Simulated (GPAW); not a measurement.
# SiSe (P-6m2) in GPAW: notebook, part 2 of 3

GPAW 26.7.0.

### 3 Relaxation of cell and atoms, LDA, target pressure 2 GPa, at which the enthalpy is minimised

File run.py:

```python
from ase import Atoms
from ase.filters import FrechetCellFilter
from ase.io import write
from ase.optimize import BFGS
from ase.units import GPa
from gpaw import GPAW, PW

atoms = Atoms(['Si', 'Se'],
              cell=[[3.5951980377, 0.0, 0.0],
                    [-1.7975990189, 3.1135328323, 0.0],
                    [0.0, 0.0, 3.59873]],
              scaled_positions=[[0.66667, 0.33333, 0.5],
                                [0.0000033333, -0.0000033333, 0.0]],
              pbc=True)

calc = GPAW(mode=PW(600),
            xc='LDA',
            kpts={'size': (7, 7, 6), 'gamma': True},
            occupations={'name': 'fermi-dirac', 'width': 0.05},
            nbands=13,
            convergence={'density': 1e-05, 'forces': 0.0001},
            maxiter=150,
            txt='gpaw.txt')
atoms.calc = calc
opt = BFGS(FrechetCellFilter(atoms, scalar_pressure=2 * GPa), trajectory='relax.traj', logfile='-')
done = opt.run(fmax=0.02, steps=60)
calc.write('gs.gpw')
write('result.traj', atoms)
print('Converged:', done)
print('Cell:', atoms.cell.cellpar().round(4))
print('Volume:', round(atoms.get_volume(), 4))
print(atoms.get_scaled_positions().round(5))
```

Potentials or basis: the program's PAW data sets (release 1.2.1) made for this functional, pw.

Command:

```bash
$ OMP_NUM_THREADS=1 python run.py
```

gpaw.txt:

```text
__  _  _
 | _ |_)|_||  |
 |__||  | ||/\| - 26.7.0

Input parameters:
  mode=PW(ecut=600.0),
  convergence={'density': 1e-05, 'forces': 0.0001},
  kpts=MonkhorstPack(size=(7, 7, 6), gamma=True),
  maxiter=150,
  nbands=13,
  occupations=Occupations(name='fermi-dirac', width=0.05),
  xc=XC(name='LDA')

Diagonalizing LCAO Hamiltonian
Converting LCAO to pw mode

            Si

       Se

Atoms  # Å, Bohr magnetons
|   | symbol |        x |         y |        z |    initial magnetic moments |
|---|--------|----------|-----------|----------|-----------------------------|
| 0 |     Si | 1.797617 |  1.037834 | 1.799365 | ( 0.0000,  0.0000,  0.0000) |
| 1 |     Se | 0.000018 | -0.000010 | 0.000000 | ( 0.0000,  0.0000,  0.0000) |

Unit cell  # Å
| periodic |         x |        y |        z |  lengths |     angles |
|----------|-----------|----------|----------|----------|------------|
|      yes |  3.595198 | 0.000000 | 0.000000 | 3.595198 |  90.000000 |
|      yes | -1.797599 | 3.113533 | 0.000000 | 3.595198 |  90.000000 |
|      yes |  0.000000 | 0.000000 | 3.598730 | 3.598730 | 120.000000 |

Number of symmetries: 4
Symmetry operations  # r_c * U_cc + t_c -> r_c
|   | kind |            matrix            |
|---|------|------------------------------|
| 0 |  E   |  1, 0, 0,  0, 1, 0,  0, 0, 1 |
| 1 |  σ   |  1, 0, 0,  0, 1, 0,  0, 0,-1 |
| 2 |  σ   |  0,-1, 0, -1, 0, 0,  0, 0, 1 |
| 3 |  C2  |  0,-1, 0, -1, 0, 0,  0, 0,-1 |
[... 169 lines left out ...]
|          1 |         2.099 |     2.000 |
|          2 |         3.188 |     2.000 |
|          3 |         5.096 |     2.000 |
|          4 |         5.096 |     2.000 |
|          5 |         9.748 |     0.000 |
|          6 |         9.748 |     0.000 |
|          7 |        10.360 |     0.000 |
|          8 |        13.511 |     0.000 |
|          9 |        14.788 |     0.000 |
|         10 |        17.503 |     0.000 |
|         11 |        17.503 |     0.000 |
|         12 |        18.361 |     0.000 |

No gap
No difference between direct/indirect transitions

Stress tensor  # eV/Ang^3
|        x |        y |        z |
|----------|----------|----------|
| 0.026202 | 0.000000 | 0.000000 |
| 0.000000 | 0.026202 | 0.000000 |
| 0.000000 | 0.000000 | 0.030571 |

Forces  # eV/Ang
|        x |       y |       z |
|----------|---------|---------|
| -0.00000 | 0.00000 | 0.00000 |  # Si   0
| -0.00000 | 0.00000 | 0.00000 |  # Se   1

Interpolating wave functions to new cell

            Si

       Se

Atoms  # Å, Bohr magnetons
|   | symbol |        x |         y |        z |    initial magnetic moments |
|---|--------|----------|-----------|----------|-----------------------------|
| 0 |     Si | 1.787640 |  1.032074 | 1.788254 | ( 0.0000,  0.0000,  0.0000) |
| 1 |     Se | 0.000018 | -0.000010 | 0.000000 | ( 0.0000,  0.0000,  0.0000) |
[... 185 lines left out ...]
|          1 |         2.389 |     2.000 |
|          2 |         3.343 |     2.000 |
|          3 |         5.275 |     2.000 |
|          4 |         5.275 |     2.000 |
|          5 |         9.978 |     0.000 |
|          6 |         9.978 |     0.000 |
|          7 |        10.519 |     0.000 |
|          8 |        13.863 |     0.000 |
|          9 |        15.028 |     0.000 |
|         10 |        17.807 |     0.000 |
|         11 |        17.807 |     0.000 |
|         12 |        18.625 |     0.000 |

No gap
No difference between direct/indirect transitions

Stress tensor  # eV/Ang^3
|        x |        y |        z |
|----------|----------|----------|
| 0.021292 | 0.000000 | 0.000000 |
| 0.000000 | 0.021292 | 0.000000 |
| 0.000000 | 0.000000 | 0.020580 |

Forces  # eV/Ang
|        x |        y |       z |
|----------|----------|---------|
| -0.00000 |  0.00000 | 0.00000 |  # Si   0
|  0.00000 | -0.00000 | 0.00000 |  # Se   1

Interpolating wave functions to new cell
[... 659 lines left out ...]
Stress tensor  # eV/Ang^3
|         x |         y |         z |
|-----------|-----------|-----------|
| -0.005795 | -0.000000 |  0.000000 |
| -0.000000 | -0.005795 |  0.000000 |
|  0.000000 |  0.000000 | -0.014863 |

Forces  # eV/Ang
|       x |        y |       z |
|---------|----------|---------|
| 0.00000 | -0.00000 | 0.00000 |  # Si   0
| 0.00000 | -0.00000 | 0.00000 |  # Se   1

Interpolating wave functions to new cell

            Si

       Se

Atoms  # Å, Bohr magnetons
|   | symbol |        x |         y |         z |    initial magnetic moments |
|---|--------|----------|-----------|-----------|-----------------------------|
| 0 |     Si | 1.728800 |  0.998103 |  1.770117 | ( 0.0000,  0.0000,  0.0000) |
| 1 |     Se | 0.000017 | -0.000010 | -0.000000 | ( 0.0000,  0.0000,  0.0000) |
[... 647 lines left out ...]
Stress tensor  # eV/Ang^3
|         x |         y |         z |
|-----------|-----------|-----------|
| -0.012488 | -0.000000 |  0.000000 |
| -0.000000 | -0.012488 |  0.000000 |
|  0.000000 |  0.000000 | -0.012396 |

Forces  # eV/Ang
|        x |       y |       z |
|----------|---------|---------|
| -0.00000 | 0.00000 | 0.00000 |  # Si   0
| -0.00000 | 0.00000 | 0.00000 |  # Se   1

# Writing to gs.gpw (mode='')
```

stdout:

```text
Step          Energy          fmax
BFGS:    0       -9.262332        0.867176
BFGS:    1       -9.287846        0.668598
BFGS:    2       -9.337079        0.376132
BFGS:    3       -9.339140        0.255884
BFGS:    4       -9.342866        0.123225
BFGS:    5       -9.344553        0.051947
BFGS:    6       -9.344812        0.020368
BFGS:    7       -9.344823        0.001582
Converged: True
Cell: [  3.449    3.449    3.5379  90.      90.     120.    ]
Volume: 36.4468
[[0.66667 0.33333 0.5    ]
 [0.      1.      0.     ]]
```

Wall time 85 s (1 thread of Arm Neoverse V2, shared host); peak memory 0.29 GiB.

What came out:

| Property | Result |
| --- | --- |
| Free energy | -9.7998 eV |
| Relaxed volume | 18.22 Å³/atom |
| Relaxed cell | a = 3.449 Å, b = 3.449 Å, c = 3.538 Å, α = 90.00°, β = 90.00°, γ = 120.00° |
| Space group after relaxing (to 0.05 Å) | P-6m2 (No. 187) |
| Energy change on relaxing (the enthalpy is what falls) | -17.3 meV/atom |
| Ionic steps | 8 |
| Pressure after relaxing | 2.0 GPa |
| Band gap on the k mesh | none (metal or under the smearing width) |

The path:
```tsv
step	energy change (eV)	largest force (eV/Å)	pressure (GPa)	volume (Å³)
1	0.0000	0.0000	-4.43	40.28
2	-0.0170	0.0000	-3.37	39.59
3	-0.0275	0.0000	2.54	36.56
4	-0.0322	0.0000	1.99	36.75
5	-0.0375	0.0000	1.41	36.85
6	-0.0369	0.0000	1.56	36.65
7	-0.0350	0.0000	1.90	36.49
8	-0.0346	0.0000	2.00	36.45
```

Final structure:
```
Si Se
1.0
     3.44898    0.00000    0.00000
    -1.72449    2.98691    0.00000
     0.00000    0.00000    3.53791
Si Se
1 1
Direct
  0.66667 0.33333 0.50000
  0.00000 0.00000 0.00000
```

Levels at points of the mesh, in eV from the Fermi level:
```
           k point  band 3  band 4  band 5  band 6  band 7  band 8
(0.00, 0.00, 0.00)   -4.28   -1.70   -1.70    3.18    3.18    3.35
(0.00, 0.00, 0.50)   -0.59   -0.59    2.11    2.83    3.12    3.12
```

Caveat: later steps reuse the first step's grids.

### 4 Relaxation of cell and atoms, LDA, target pressure 5 GPa, at which the enthalpy is minimised

Changes to run.py since step 3:

```diff
@@ -24,3 +24,3 @@
 atoms.calc = calc
-opt = BFGS(FrechetCellFilter(atoms, scalar_pressure=2 * GPa), trajectory='relax.traj', logfile='-')
+opt = BFGS(FrechetCellFilter(atoms, scalar_pressure=5 * GPa), trajectory='relax.traj', logfile='-')
 done = opt.run(fmax=0.02, steps=60)
```

Command:

```bash
$ OMP_NUM_THREADS=1 python run.py
```

It took 85 s on 1 thread of Arm Neoverse V2, shared host; peak memory 0.26 GiB.

It converged, with:

```
Free energy                                            : -9.7725 eV
Relaxed volume                                         : 17.59 Å³/atom
Relaxed cell                                           : a = 3.399 Å, b = 3.399 Å, c = 3.517 Å, α = 90.00°, β = 90.00°, γ = 120.00°
Space group after relaxing (to 0.05 Å)                 : P-6m2 (No. 187)
Energy change on relaxing (the enthalpy is what falls) : -3.4 meV/atom
Ionic steps                                            : 8
Pressure after relaxing                                : 5.0 GPa
Band gap on the k mesh                                 : none (metal or under the smearing width)
```

The path:
| step | energy change (eV) | largest force (eV/Å) | pressure (GPa) | volume (Å³) |
| --- | --- | --- | --- | --- |
| 1 | 0.0000 | 0.0000 | -4.43 | 40.28 |
| 2 | -0.0232 | 0.0000 | -2.85 | 39.27 |
| 3 | 0.0092 | 0.0000 | 5.93 | 35.17 |
| 4 | -0.0045 | 0.0000 | 5.07 | 35.46 |
| 5 | -0.0179 | 0.0000 | 4.16 | 35.66 |
| 6 | -0.0150 | 0.0000 | 4.33 | 35.47 |
| 7 | -0.0082 | 0.0000 | 4.86 | 35.23 |
| 8 | -0.0068 | 0.0000 | 4.99 | 35.19 |

Final structure:
```
Si Se
1.0
     3.39889    0.00000    0.00000
    -1.69945    2.94353    0.00000
     0.00000    0.00000    3.51689
Si Se
1 1
Direct
  0.66667 0.33333 0.50000
  0.00000 0.00000 0.00000
```

Levels at points of the mesh, in eV from the Fermi level:
| k point | band 2 | band 3 | band 4 | band 5 | band 6 | band 7 | band 8 | band 9 |
| --- | --- | --- | --- | --- | --- | --- | --- | --- |
| (0.00, 0.00, 0.00) | -4.51 | -4.39 | -1.65 | -1.65 | 3.30 | 3.30 | 3.34 | 7.81 |
| (0.00, 0.00, 0.50) | -10.88 | -0.53 | -0.53 | 2.37 | 3.13 | 3.27 | 3.27 | 7.56 |

Caveat: later steps reuse the first step's grids.

### 5 Relaxation of cell and atoms, LDA, target pressure 10 GPa, at which the enthalpy is minimised

Changes to run.py since step 4:

```diff
@@ -24,3 +24,3 @@
 atoms.calc = calc
-opt = BFGS(FrechetCellFilter(atoms, scalar_pressure=5 * GPa), trajectory='relax.traj', logfile='-')
+opt = BFGS(FrechetCellFilter(atoms, scalar_pressure=10 * GPa), trajectory='relax.traj', logfile='-')
 done = opt.run(fmax=0.02, steps=60)
```

Command:

```bash
$ OMP_NUM_THREADS=1 python run.py
```

Wall time 85 s (1 thread of Arm Neoverse V2, shared host); peak memory 0.25 GiB.

It converged, with:

* Free energy: -9.6917 eV
* Relaxed volume: 16.72 Å³/atom
* Relaxed cell: a = 3.330 Å, b = 3.330 Å, c = 3.483 Å, α = 90.00°, β = 90.00°, γ = 120.00°
* Space group after relaxing (to 0.05 Å): P-6m2 (No. 187)
* Energy change on relaxing (the enthalpy is what falls): +37.5 meV/atom
* Ionic steps: 8
* Pressure after relaxing: 10.0 GPa
* Band gap on the k mesh: none (metal or under the smearing width)

Step by step:
```
step  energy change (eV)  largest force (eV/Å)  pressure (GPa)  volume (Å³)
   1              0.0000                0.0000           -4.43        40.28
   2             -0.0310                0.0000           -1.94        38.75
   3              0.1104                0.0000           11.48        33.23
   4              0.0792                0.0000           10.05        33.64
   5              0.0569                0.0000            9.17        33.86
   6              0.0548                0.0000            8.98        33.78
   7              0.0684                0.0000            9.65        33.55
   8              0.0751                0.0000           10.01        33.44
```

Final structure:
```
Si Se
1.0
     3.32965    0.00000    0.00000
    -1.66483    2.88357    0.00000
     0.00000    0.00000    3.48307
Si Se
1 1
Cartesian
  1.6648 0.9612 1.7415
  0.0000 0.0000 0.0000
```

Levels at points of the mesh, in eV from the Fermi level:
```
           k point  band 1  band 2  band 3  band 4  band 5  band 6  band 7  band 8  band 9
(0.00, 0.00, 0.00)  -16.82   -4.86   -4.30   -1.63   -1.63    3.30    3.42    3.42    8.27
(0.00, 0.00, 0.50)  -15.38  -11.34   -0.46   -0.46    2.74    3.45    3.45    3.54    7.60
```

Caveat: later steps reuse the first step's grids; the volume moved by over 15 % at a fixed basis, so the end points are rough.

### 6 Relaxation of cell and atoms, LDA, target pressure 20 GPa, at which the enthalpy is minimised

Changes to run.py since step 5:

```diff
@@ -24,3 +24,3 @@
 atoms.calc = calc
-opt = BFGS(FrechetCellFilter(atoms, scalar_pressure=10 * GPa), trajectory='relax.traj', logfile='-')
+opt = BFGS(FrechetCellFilter(atoms, scalar_pressure=20 * GPa), trajectory='relax.traj', logfile='-')
 done = opt.run(fmax=0.02, steps=60)
```

Potentials or basis: the program's PAW data sets (release 1.2.1) made for this functional, pw.

Command:

```bash
$ OMP_NUM_THREADS=1 python run.py
```

It took 79 s on 1 thread of Arm Neoverse V2, shared host; peak memory 0.24 GiB.

Results (log left out):

```
Free energy                                            : -9.4522 eV
Relaxed volume                                         : 15.42 Å³/atom
Relaxed cell                                           : a = 3.227 Å, b = 3.227 Å, c = 3.420 Å, α = 90.00°, β = 90.00°, γ = 120.00°
Space group after relaxing (to 0.05 Å)                 : P-6m2 (No. 187)
Energy change on relaxing (the enthalpy is what falls) : +157.8 meV/atom
Ionic steps                                            : 8
Pressure after relaxing                                : 19.9 GPa
Band gap on the k mesh                                 : none (metal or under the smearing width)
```

The path:
```csv
step,energy change (eV),largest force (eV/Å),pressure (GPa),volume (Å³)
1,0.0000,0.0000,-4.43,40.28
2,-0.0369,0.0000,0.02,37.72
3,0.4111,0.0000,22.92,30.33
4,0.3251,0.0000,19.95,30.93
5,0.3016,0.0000,19.33,31.06
6,0.2934,0.0000,19.26,31.03
7,0.3102,0.0000,19.69,30.88
8,0.3157,0.0000,19.94,30.84
```

Final structure:
```
Si Se
1.0
     3.22664    0.00000    0.00000
    -1.61332    2.79435    0.00000
     0.00000    0.00000    3.42021
Si Se
1 1
Direct
  0.66667 0.33333 0.50000
  0.00000 0.00000 0.00000
```

Levels at points of the mesh, in eV from the Fermi level:
| k point | band 1 | band 2 | band 3 | band 4 | band 5 | band 6 | band 7 | band 8 | band 9 |
| --- | --- | --- | --- | --- | --- | --- | --- | --- | --- |
| (0.00, 0.00, 0.00) | -17.70 | -5.47 | -4.21 | -1.67 | -1.67 | 3.22 | 3.54 | 3.54 | 8.75 |
| (0.00, 0.00, 0.50) | -16.11 | -12.15 | -0.42 | -0.42 | 3.30 | 3.69 | 3.69 | 4.17 | 7.60 |

Caveat: later steps reuse the first step's grids; the volume moved by over 15 % at a fixed basis, so the end points are rough.

(Continued in part 3 of 3.)
